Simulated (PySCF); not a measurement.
**C₅H₅FN−: electronic excitations and core binding energies**

What electronic excitations and core binding energies should C₅H₅FN− (`C=CC[C-](F)C#N`) show?

The runs use PySCF 2.14.0, with density-fitted response routines of our own; the level of theory stands in each step. All values are computed, except where a source is named. Atoms count from 0, in the outputs and in this text.

## (1) The starting structure

12 atoms, charge -1, multiplicity 1; geometry from: GFN2-xTB.

Bonds of the start (Å): C0–C1 1.33, C1–C2 1.49, C2–C3 1.51, C3–F4 1.44, C3–C5 1.36, C5–N6 1.17, C0–H7 1.08, C0–H8 1.08, C1–H9 1.09, C2–H10 1.09, C2–H11 1.10.

## (2) TDDFT and polarisability: CAM-B3LYP/def2-SVPD

Job settings and geometry (Å):

```
{"job": {"kind": "uv", "xc": "CAM-B3LYP", "basis": "def2-SVPD", "nstates": 8, "ntriplets": 3}, "charge": -1, "multiplicity": 1}
C     -1.073902    -1.538047     0.071424
C     -0.847076    -0.349291    -0.478766
C     -0.440026     0.877624     0.264834
C      1.015060     1.158990    -0.037097
F      1.164199     1.718142    -1.355961
C      2.000187     0.290674     0.333608
N      2.902893    -0.280203     0.814514
H     -1.218569    -2.432104    -0.517582
H     -1.081316    -1.669450     1.142716
H     -0.828389    -0.255017    -1.559539
H     -0.557310     0.732694     1.343170
H     -1.034554     1.745302    -0.047348
```

Method: TDDFT CAM-B3LYP/def2-SVPD, vertical, gas phase, core orbitals frozen in the response.

Command:

```bash
$ OMP_NUM_THREADS=1 python probes_run.py task.json out
```

The driver reads the jobs from task.json and runs them one after another.

The log of the run:

```text
coarse grid: 10680 points
cycle   1  E = -347.5254731937  dE =  8.450e-01  |g| = 6.290e-01  |ddm| = 5.500e+00
cycle   2  E = -347.4495488169  dE =  7.592e-02  |g| = 9.349e-01  |ddm| = 2.611e+00
cycle   3  E = -347.6194020388  dE = -1.699e-01  |g| = 1.372e-01  |ddm| = 1.311e+00
cycle   4  E = -347.6234541197  dE = -4.052e-03  |g| = 5.834e-02  |ddm| = 3.317e-01
cycle   5  E = -347.6241383607  dE = -6.842e-04  |g| = 1.964e-02  |ddm| = 1.968e-01
cycle   6  E = -347.6242199038  dE = -8.154e-05  |g| = 4.061e-03  |ddm| = 9.520e-02
cycle   7  E = -347.6242263634  dE = -6.460e-06  |g| = 9.558e-04  |ddm| = 4.142e-02
final grid: 105496 points
cycle   8  E = -347.6849005813  dE = -2.730e-05  |g| = 4.613e-03  |ddm| = 7.729e-02
cycle   9  E = -347.6848991575  dE =  1.424e-06  |g| = 5.736e-03  |ddm| = 1.741e-02
cycle  10  E = -347.6849051116  dE = -5.954e-06  |g| = 5.971e-04  |ddm| = 7.083e-03
cycle  11  E = -347.6849051809  dE = -6.927e-08  |g| = 2.565e-04  |ddm| = 1.345e-03
cycle  12  E = -347.6849051931  dE = -1.215e-08  |g| = 1.490e-04  |ddm| = 1.079e-03
cycle  13  E = -347.6849051987  dE = -5.599e-09  |g| = 2.072e-05  |ddm| = 4.109e-04
cycle  14  E = -347.6849051990  dE = -3.695e-10  |g| = 8.851e-06  |ddm| = 2.482e-04
converged SCF energy = -347.6849051990

Static polarisability (au): isotropic 80.196, principal 60.232 86.424 93.930

Singlet excitations
state   eV       nm        f      main configurations
  1   3.0685    404.1   0.03199   H->L+1 0.37, H->L+4 0.26, H->L+6 0.11
  2   3.5844    345.9   0.00739   H->L 0.59, H->L+2 0.15, H->L+3 0.11
  3   3.8025    326.1   0.06730   H->L+1 0.56, H->L+4 0.29
  4   4.2351    292.8   0.00665   H->L+2 0.73, H->L 0.18
  5   4.3307    286.3   0.00470   H->L+3 0.74, H->L+4 0.14
  6   4.7336    261.9   0.01304   H->L+6 0.65, H->L+4 0.23
  7   5.4461    227.7   0.03343   H->L+5 0.84
  8   5.8806    210.8   0.00167   H->L+7 0.58, H->L+8 0.29

Triplet excitations (Tamm-Dancoff, eV): 2.6072 3.3140 3.4779
```

Wall time 30 s (1 thread of Arm Neoverse V1, shared host); peak memory 0.77 GiB.

The orbitals next to the gap, with their largest atomic shares:

| orbital | eV | atoms |
| --- | --- | --- |
| HOMO−3 | -5.93 | N6 43 %, C5 33 %, C3 9 % |
| HOMO−2 | -5.50 | N6 45 %, C5 38 %, C3 4 % |
| HOMO−1 | -4.95 | C0 35 %, C1 30 %, C2 8 % |
| HOMO | -1.04 | C3 40 %, N6 20 %, C5 14 % |
| LUMO | 4.87 | C0 36 %, H7 17 %, H8 14 % |
| LUMO+1 | 5.18 | C1 31 %, C0 29 %, H7 8 % |
| LUMO+2 | 5.49 | H11 15 %, H9 14 %, C1 12 % |

With each of the 8 states as a Gaussian band of 0.4 eV half-width at 1/e, the curve within the window shown has maxima at 327 nm (ε 3,100), 228 nm (ε 1,400) L/(mol cm). Beyond the last state computed it falls off for lack of states. The curve at chosen wavelengths:

(nm, ε (L/mol/cm)): (201, 85), (213, 601), (225, 1349), (237, 1151), (249, 738), (261, 715), (273, 807), (285, 1061), (297, 1658), (309, 2463), (321, 3030), (333, 3055), (345, 2649), (358, 2112), (370, 1772), (382, 1607), (394, 1525), (406, 1431), (418, 1281), (430, 1080), (442, 859), (454, 647), (466, 466), (478, 322), (490, 215), (502, 140)

Leading natural transition orbitals of singlet state 3: the hole lies on C3 51 %; N6 22 %; F4 8 %; the particle on C1 23 %; C0 14 %; H7, H8, H9 about 10 % each.

Leading natural transition orbitals of singlet state 1: the hole lies on C3 50 %; N6 25 %; F4 8 %; the particle on N6 23 %; C5 19 %; F4 15 %.

Further results of this job:

| property | computed |
| --- | --- |
| polarisability (Å³) | 11.88 |
| HOMO–LUMO gap (eV) | 5.91 |
| −ε(HOMO) (eV) | 1.04 |

Orbitals, density, ELF and potential are computed afterwards from the orbital file.

Frontier orbitals at CAM-B3LYP/def2-SVPD, with the share of their density that lies nearest to each atom:

| orbital | energy (eV) | lies on |
| --- | --- | --- |
| HOMO | -1.04 | C3 51 %; N6 24 %; F4 8 % |
| LUMO | 4.87 | H7, H8 about 31 % each; H10 9 %; H9, H11 about 6 % each |

ELF in a plane through or near 5 of the atoms.

Values, 10 rows by 14 columns:
```
0.00 0.00 0.00 0.00 0.00 0.00 0.00 0.00 0.00 0.00 0.00 0.00 0.00 0.00
0.00 0.00 0.00 0.00 0.00 0.00 0.00 0.00 0.00 0.00 0.00 0.00 0.00 0.00
0.00 0.00 0.00 0.00 0.00 0.02 0.40 0.17 0.00 0.00 0.00 0.00 0.00 0.00
0.00 0.00 0.00 0.06 0.11 0.02 0.71 0.31 0.12 0.26 0.24 0.01 0.00 0.00
0.00 0.00 0.01 0.08 0.42 0.44 0.66 0.87 0.29 0.82 0.71 0.39 0.01 0.00
0.00 0.00 0.02 0.26 0.74 0.50 0.40 0.36 0.82 0.47 0.66 0.38 0.07 0.00
0.00 0.00 0.05 0.51 0.31 0.16 0.45 0.03 0.55 0.59 0.53 0.30 0.03 0.00
0.00 0.00 0.33 0.81 0.69 0.74 0.37 0.02 0.03 0.10 0.04 0.01 0.00 0.00
0.00 0.00 0.16 0.78 0.91 0.80 0.37 0.01 0.00 0.00 0.00 0.00 0.00 0.00
0.00 0.00 0.00 0.11 0.27 0.11 0.00 0.00 0.00 0.00 0.00 0.00 0.00 0.00
```
The map spans 10.3 Å across and 9.8 Å up, centred on the molecule. Atoms in the plane (x, y in Å): C0 (1.8, -0.4), C1 (0.9, 0.5), C3 (-1.5, 0.2), C5 (-1.7, -1.2), N6 (-2.0, -2.3).

On the surface of density 0.002 e/bohr³ the electrostatic potential runs, from the 1st to the 99th percentile, from -5.81 V near N6 to -2.43 V near H7.

## (3) Core holes by ΔSCF: SCAN, X2C

Same as in step 2 but for these lines:

```diff
@@ -1,2 +1,2 @@
-{"job": {"kind": "uv", "xc": "CAM-B3LYP", "basis": "def2-SVPD", "nstates": 8, "ntriplets": 3}, "charge": -1, "multiplicity": 1}
+{"job": {"kind": "xps"}, "charge": -1, "multiplicity": 1}
 C     -1.073902    -1.538047     0.071424
```

Level: delta-SCF UKS SCAN, pcX-2 on the ionised atom, pcseg-1 elsewhere, spin-free X2C.

The log of the run:

```text
ground state, core basis on atom 0 (C), 154 functions
  cycle   1  E = -347.95626953  |g| = 6.74e-01
  cycle   2  E = -347.81417237  |g| = 1.05e+00
  cycle   3  E = -348.02630565  |g| = 4.14e-01
  cycle   4  E = -348.06959845  |g| = 6.22e-02
  cycle   5  E = -348.07002756  |g| = 4.37e-02
  cycle   6  E = -348.07043956  |g| = 8.35e-03
  cycle   7  E = -348.07045156  |g| = 4.73e-03
  cycle   8  E = -348.07045806  |g| = 1.51e-03
  cycle   9  E = -348.07045964  |g| = 3.75e-04
  E(ground) = -348.07953606 Eh
hole in C 1s of atom 0
  cycle   1  E = -336.99028611  |g| = 1.51e+00
  cycle   2  E = -335.60618297  |g| = 2.03e+00
  cycle   3  E = -337.25272143  |g| = 7.26e-01
  cycle   4  E = -337.14296863  |g| = 7.53e-01
  cycle   5  E = -337.52877723  |g| = 2.55e-01
  cycle   6  E = -337.55184387  |g| = 2.21e-01
  cycle   7  E = -337.58087760  |g| = 1.12e-01
  cycle   8  E = -337.58618038  |g| = 7.57e-02
  cycle   9  E = -337.58981981  |g| = 4.50e-02
  cycle  10  E = -337.59090968  |g| = 4.16e-02
  cycle  11  E = -337.59131486  |g| = 4.11e-02
  cycle  12  E = -337.59052569  |g| = 4.07e-02
  cycle  13  E = -337.58704907  |g| = 5.91e-02
  cycle  14  E = -337.58499103  |g| = 7.34e-02
  cycle  15  E = -337.58801675  |g| = 4.17e-02
  cycle  16  E = -337.58596909  |g| = 6.49e-02
  cycle  17  E = -337.58911045  |g| = 1.04e-02
  cycle  18  E = -337.58911513  |g| = 7.53e-03
  cycle  19  E = -337.58905231  |g| = 1.21e-02
  cycle  20  E = -337.58912480  |g| = 7.15e-03
  cycle  21  E = -337.58915921  |g| = 1.18e-03
  cycle  22  E = -337.58915035  |g| = 3.05e-03
  cycle  23  E = -337.58915858  |g| = 4.94e-04
  E(ion) = -337.59732820 Eh   <S^2> = 0.7854   hole on atom = 1.000   binding energy = 285.235 eV
ground state, core basis on atom 1 (C), 154 functions
  cycle   1  E = -348.07042276  |g| = 6.38e-02
  cycle   2  E = -348.06958264  |g| = 6.44e-02
  cycle   3  E = -348.07027661  |g| = 3.88e-02
  cycle   4  E = -348.07062593  |g| = 1.60e-02
  cycle   5  E = -348.07069066  |g| = 3.82e-03
  cycle   6  E = -348.07069278  |g| = 7.00e-04
  cycle   7  E = -348.07069235  |g| = 2.33e-04
  E(ground) = -348.07962170 Eh
hole in C 1s of atom 1
  cycle   1  E = -336.97505168  |g| = 1.51e+00
  cycle   2  E = -335.22928389  |g| = 2.20e+00
  cycle   3  E = -337.21484215  |g| = 7.36e-01
  cycle   4  E = -336.94204356  |g| = 8.42e-01
  cycle   5  E = -337.47476884  |g| = 3.25e-01
  cycle   6  E = -337.53739684  |g| = 2.57e-01
  cycle   7  E = -337.51416777  |g| = 2.62e-01
  cycle   8  E = -337.54677073  |g| = 1.75e-01
  cycle   9  E = -337.55499752  |g| = 1.57e-01
  cycle  10  E = -337.55918385  |g| = 1.45e-01
  cycle  11  E = -337.56327117  |g| = 1.30e-01
  cycle  12  E = -337.57196964  |g| = 8.29e-02
  cycle  13  E = -337.57692056  |g| = 3.22e-02
  cycle  14  E = -337.57758157  |g| = 2.06e-02
  cycle  15  E = -337.57796136  |g| = 5.84e-03
  cycle  16  E = -337.57800721  |g| = 4.30e-03
  cycle  17  E = -337.57802088  |g| = 2.92e-03
  cycle  18  E = -337.57802480  |g| = 2.32e-03
  cycle  19  E = -337.57802772  |g| = 1.66e-03
  cycle  20  E = -337.57802948  |g| = 4.23e-04
  E(ion) = -337.58514768 Eh   <S^2> = 1.3394   hole on atom = 1.000   binding energy = 285.569 eV
ground state, core basis on atom 2 (C), 154 functions
  cycle   1  E = -348.07013927  |g| = 6.03e-02
  cycle   2  E = -348.06982299  |g| = 4.18e-02
  cycle   3  E = -348.06986302  |g| = 4.02e-02
  cycle   4  E = -348.07022090  |g| = 1.76e-02
  cycle   5  E = -348.07029827  |g| = 3.30e-03
  cycle   6  E = -348.07030047  |g| = 3.93e-04
  E(ground) = -348.07866065 Eh
hole in C 1s of atom 2
  cycle   1  E = -336.97470283  |g| = 1.51e+00
  cycle   2  E = -335.52775653  |g| = 2.23e+00
  cycle   3  E = -337.24606408  |g| = 7.63e-01
  cycle   4  E = -337.27442660  |g| = 7.26e-01
  cycle   5  E = -337.51847942  |g| = 2.18e-01
  cycle   6  E = -337.53836987  |g| = 8.26e-02
  cycle   7  E = -337.54108677  |g| = 2.59e-02
  cycle   8  E = -337.54142156  |g| = 1.06e-02
  cycle   9  E = -337.54148459  |g| = 5.37e-03
  cycle  10  E = -337.54150419  |g| = 2.09e-03
  cycle  11  E = -337.54150689  |g| = 1.30e-03
  cycle  12  E = -337.54150996  |g| = 6.12e-04
  cycle  13  E = -337.54151113  |g| = 4.88e-04
  E(ion) = -337.54938337 Eh   <S^2> = 0.7703   hole on atom = 1.000   binding energy = 286.516 eV
ground state, core basis on atom 3 (C), 154 functions
  cycle   1  E = -348.07408267  |g| = 5.96e-02
  cycle   2  E = -348.07400298  |g| = 2.81e-02
  cycle   3  E = -348.07400320  |g| = 2.99e-02
  cycle   4  E = -348.07418372  |g| = 6.13e-03
  cycle   5  E = -348.07419088  |g| = 2.24e-03
  cycle   6  E = -348.07419334  |g| = 6.80e-04
  cycle   7  E = -348.07419140  |g| = 1.15e-04
  E(ground) = -348.08286376 Eh
hole in C 1s of atom 3
  cycle   1  E = -336.98002050  |g| = 1.52e+00
  cycle   2  E = -333.38586231  |g| = 2.84e+00
  cycle   3  E = -335.16827561  |g| = 2.01e+00
  cycle   4  E = -337.49814701  |g| = 4.39e-01
  cycle   5  E = -337.48421071  |g| = 4.53e-01
  cycle   6  E = -337.55107576  |g| = 1.80e-01
  cycle   7  E = -337.56514359  |g| = 3.39e-02
  cycle   8  E = -337.56567539  |g| = 1.11e-02
  cycle   9  E = -337.56574581  |g| = 5.15e-03
  cycle  10  E = -337.56576435  |g| = 3.61e-03
  cycle  11  E = -337.56578002  |g| = 2.02e-03
  cycle  12  E = -337.56579209  |g| = 1.67e-03
  cycle  13  E = -337.56580666  |g| = 1.44e-03
  cycle  14  E = -337.56582522  |g| = 1.19e-03
  cycle  15  E = -337.56584560  |g| = 8.64e-04
  cycle  16  E = -337.56584753  |g| = 4.72e-04
  E(ion) = -337.57535537 Eh   <S^2> = 0.7810   hole on atom = 1.000   binding energy = 285.924 eV
ground state, core basis on atom 4 (F), 154 functions
  cycle   1  E = -348.11493306  |g| = 1.16e-01
  cycle   2  E = -348.11391542  |g| = 7.30e-02
  cycle   3  E = -348.11211309  |g| = 1.11e-01
  cycle   4  E = -348.11496637  |g| = 3.05e-02
  cycle   5  E = -348.11515510  |g| = 1.60e-03
  cycle   6  E = -348.11515702  |g| = 6.95e-04
  cycle   7  E = -348.11515816  |g| = 2.95e-04
  E(ground) = -348.12624248 Eh
hole in F 1s of atom 4
  cycle   1  E = -321.96786108  |g| = 2.59e+00
  cycle   2  E = -321.24688407  |g| = 2.43e+00
  cycle   3  E = -321.94697776  |g| = 1.29e+00
  cycle   4  E = -322.50888407  |g| = 8.36e-01
  cycle   5  E = -322.84537003  |g| = 2.66e-01
  cycle   6  E = -322.86865147  |g| = 1.44e-01
  cycle   7  E = -322.87936001  |g| = 2.23e-02
  cycle   8  E = -322.87953590  |g| = 1.26e-02
  cycle   9  E = -322.87961399  |g| = 5.10e-03
  cycle  10  E = -322.87962968  |g| = 1.53e-03
  cycle  11  E = -322.87963373  |g| = 8.68e-04
  cycle  12  E = -322.87963732  |g| = 6.89e-04
  cycle  13  E = -322.87963919  |g| = 3.96e-04
  E(ion) = -322.89676620 Eh   <S^2> = 0.7642   hole on atom = 1.000   binding energy = 686.529 eV
ground state, core basis on atom 5 (C), 154 functions
  cycle   1  E = -348.07407612  |g| = 6.26e-02
  cycle   2  E = -348.07366340  |g| = 5.51e-02
  cycle   3  E = -348.07383538  |g| = 4.28e-02
  cycle   4  E = -348.07411239  |g| = 2.21e-02
  cycle   5  E = -348.07422695  |g| = 1.54e-03
  cycle   6  E = -348.07422663  |g| = 7.22e-04
  cycle   7  E = -348.07422718  |g| = 1.67e-04
  E(ground) = -348.08474969 Eh
hole in C 1s of atom 5
  cycle   1  E = -337.01035126  |g| = 1.51e+00
  cycle   2  E = -334.00698767  |g| = 2.45e+00
  cycle   3  E = -335.51307247  |g| = 1.57e+00
  cycle   4  E = -337.50072974  |g| = 4.24e-01
  cycle   5  E = -337.53139067  |g| = 3.06e-01
  cycle   6  E = -337.55706592  |g| = 2.06e-01
  cycle   7  E = -337.57688472  |g| = 5.68e-02
  cycle   8  E = -337.57858469  |g| = 1.74e-02
  cycle   9  E = -337.57873811  |g| = 1.02e-02
  cycle  10  E = -337.57882183  |g| = 4.83e-03
  cycle  11  E = -337.57886338  |g| = 3.79e-03
  cycle  12  E = -337.57888453  |g| = 2.38e-03
  cycle  13  E = -337.57889309  |g| = 8.67e-04
  cycle  14  E = -337.57889439  |g| = 3.71e-04
  E(ion) = -337.58833957 Eh   <S^2> = 0.8131   hole on atom = 1.000   binding energy = 285.622 eV
ground state, core basis on atom 6 (N), 154 functions
  cycle   1  E = -348.08448697  |g| = 7.72e-02
  cycle   2  E = -348.08367994  |g| = 6.82e-02
  cycle   3  E = -348.08350362  |g| = 7.28e-02
  cycle   4  E = -348.08454844  |g| = 2.24e-02
  cycle   5  E = -348.08468542  |g| = 2.40e-03
  cycle   6  E = -348.08468874  |g| = 6.40e-04
  cycle   7  E = -348.08468788  |g| = 1.67e-04
  E(ground) = -348.09134834 Eh
hole in N 1s of atom 6
  cycle   1  E = -332.72296020  |g| = 1.85e+00
  cycle   2  E = -329.97230547  |g| = 2.58e+00
  cycle   3  E = -332.08918341  |g| = 1.35e+00
  cycle   4  E = -333.32510844  |g| = 4.84e-01
  cycle   5  E = -333.30704199  |g| = 4.96e-01
  cycle   6  E = -333.44856544  |g| = 8.64e-02
  cycle   7  E = -333.45080571  |g| = 6.22e-02
  cycle   8  E = -333.45285266  |g| = 1.31e-02
  cycle   9  E = -333.45294156  |g| = 6.72e-03
  cycle  10  E = -333.45297242  |g| = 3.82e-03
  cycle  11  E = -333.45298708  |g| = 1.64e-03
  cycle  12  E = -333.45299079  |g| = 1.52e-03
  cycle  13  E = -333.45299250  |g| = 5.09e-04
  cycle  14  E = -333.45299272  |g| = 2.79e-04
  E(ion) = -333.46059999 Eh   <S^2> = 0.7970   hole on atom = 1.000   binding energy = 398.123 eV
```

It took 91 s on 1 thread of Arm Neoverse V1, shared host; peak memory 0.6 GiB.

The holes in one table. −ε is the ground-state orbital energy:

| hole | stands for | environment | ΔSCF (eV) | −ε (eV) | ⟨S²⟩ |
| --- | --- | --- | --- | --- | --- |
| C1s on C0 | C0 | terminal =CH2 carbon | 285.24 | 269.1 | 0.785 |
| C1s on C1 | C1 | alkene CH | 285.57 (doubtful) | 269.6 | 1.339 |
| C1s on C2 | C2 | allylic sp3 CH2 | 286.52 | 269.6 | 0.770 |
| C1s on C3 | C3 | carbanion centre | 285.92 | 269.5 | 0.781 |
| F1s on F4 | F4 | fluorine bonded to C | 686.53 | 661.1 | 0.764 |
| C1s on C5 | C5 | nitrile carbon | 285.62 | 268.7 | 0.813 |
| N1s on N6 | N6 | nitrile nitrogen | 398.12 | 379.8 | 0.797 |

Doubtful: the ion did not converge, its hole moved, or its ⟨S²⟩ is well above 0.75.

## (4) Summary of results

```
                                                    quantity                                          value
                        lowest singlet (CAM-B3LYP/def2-SVPD)                    3.07 eV (404 nm), f = 0.032
                    brightest single state of those computed                    state 3, 3.80 eV, f = 0.067
                                              lowest triplet                                        2.61 eV
C1s binding energies, SCAN/pcX-2 (standing for 4 of 5 atoms)  C2 286.52, C3 285.92, C5 285.62, C0 285.24 eV
                            F1s binding energies, SCAN/pcX-2                                   F4 686.53 eV
                            N1s binding energies, SCAN/pcX-2                                   N6 398.12 eV
```

In words: The first singlet state (HOMO→LUMO+1 0.37, HOMO→LUMO+4 0.26) lies at 3.07 eV and is weak; of the 8 states computed, the strongest absorption comes from state 3 at 3.80 eV. State 1 absorbs in the visible (404 nm). The lowest triplet lies 0.46 eV below the lowest singlet (triplets in Tamm-Dancoff, singlets in full TDDFT). The lowest singlet lies above −ε(HOMO); no detachment energy was computed, so the anion's states may not be bound. The C1s levels kept as sound span 1.28 eV, from C0 (terminal =CH2 carbon) up to C2 (allylic sp3 CH2). Only 4 of the 5 C atoms are covered by sound results.
